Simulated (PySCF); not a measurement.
# C₄H₈BFO: spin-spin couplings

Aim: predict the spin-spin couplings of C₄H₈BFO (`FB1CCCCO1`).

Programs: PySCF 2.14.0, with density-fitted response routines of our own. Each step states its level of theory. These are calculated values for one molecule in the gas phase, unless marked as measured. Atoms are numbered from 0 throughout.

## Step 1: The molecule as given

15 atoms, charge 0, multiplicity 1; geometry from: GFN2-xTB.

Bonds of the start (Å): F0–B1 1.34, B1–C2 1.59, C2–C3 1.53, C3–C4 1.53, C4–C5 1.53, C5–O6 1.41, O6–B1 1.33, C2–H7 1.09, C2–H8 1.09, C3–H9 1.09, C3–H10 1.09, C4–H11 1.09, C4–H12 1.09, C5–H13 1.10, C5–H14 1.10.

## Step 2: Indirect couplings: B3LYP/pcJ-1

What the job is given:

```
{"job": {"kind": "j", "xc": "B3LYP", "basis": "pcJ-1"}, "charge": 0, "multiplicity": 1}
F     -1.239613     2.678233     0.265423
B     -0.626296     1.501669     0.103202
C     -1.424899     0.133484     0.280384
C     -0.563107    -1.044619    -0.192757
C      0.882807    -0.832005     0.254750
C      1.461664     0.422165    -0.396310
O      0.671961     1.576906    -0.186990
H     -2.375092     0.147984    -0.254498
H     -1.675324     0.000376     1.336121
H     -0.593063    -1.105820    -1.282860
H     -0.943152    -1.987193     0.205463
H      1.503199    -1.685752    -0.020204
H      0.910486    -0.718617     1.340491
H      2.455490     0.645796     0.005636
H      1.550525     0.275382    -1.479763
```

Level: B3LYP/pcJ-1 indirect spin-spin coupling, non-relativistic, gas phase.

Command:

```bash
$ OMP_NUM_THREADS=1 python probes_run.py task.json out
```

One launch serves the whole session: the jobs run in the order shown.

Predict these results of the whole session: largest coupling of the table (B3LYP/pcJ-1).

**Answer**, as computed:

```
                                   quantity                     value
largest coupling of the table (B3LYP/pcJ-1)  1J(C,H) C5–H13, 150.8 Hz
```

In words: Of the pairs tabulated at B3LYP/pcJ-1, C5–H13 (mean over like pairs) couples most strongly (150.8 Hz; Fermi contact 149.9 Hz). Couplings across rotatable bonds belong to this one conformer; where others are populated, the observed values are averages.
